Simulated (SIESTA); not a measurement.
The system is ZrB.

```xyz
2
Lattice="0.0000 2.3250 2.3250 2.3250 0.0000 2.3250 2.3250 2.3250 0.0000" Properties=species:S:1:pos:R:3 pbc="T T T"
Zr    0.0000    0.0000    0.0000
B     2.3250    2.3250    2.3250
```

- Program: SIESTA 5.4.2
- Task: relaxation of cell and atoms
- Functional: PBEsol
- Potentials or basis: PseudoDojo 0.4 standard (PBEsol files)
- Basis: DZP (energy shift 0.003 Ry; two zetas on semicore shells)
- Grid cutoff: 1200 Ry
- Energy shift: 0.003 Ry
- k mesh: 8 × 8 × 8
- Occupations: fermi-dirac, width 0.05 eV
- Spin: no spin polarisation

At the start: pressure 30.8 GPa; volume 12.57 Å³/atom.

Task: Where does the relaxation end?

Result: Over 4 steps the energy falls by 160.8 meV/atom and the volume is 14.43 Å³/atom (+14.8 %); space group Fm-3m (No. 225, to 0.05 Å).

The path:
| step | energy change (eV) | largest force (eV/Å) | pressure (GPa) | volume (Å³) |
| --- | --- | --- | --- | --- |
| 1 | 0.0000 | 0.0000 | 30.81 | 25.14 |
| 2 | -0.0549 | 0.0000 | 27.56 | 25.44 |
| 3 | -0.3182 | 0.0000 | 2.58 | 28.44 |
| 4 | -0.3215 | 0.0000 | -0.03 | 28.87 |

Final structure:
```
Zr B
1.0
     0.00000    2.43474    2.43474
     2.43474    0.00000    2.43474
     2.43474    2.43474    0.00000
Zr B
1 1
Cartesian
  0.0000 0.0000 0.0000
  2.4347 2.4347 2.4347
```

Caveat: the volume moved by +15 % from the deposited cell, more than functionals usually miss; the basis of atomic orbitals isn't converged, which shifts pressures, moduli and gaps.
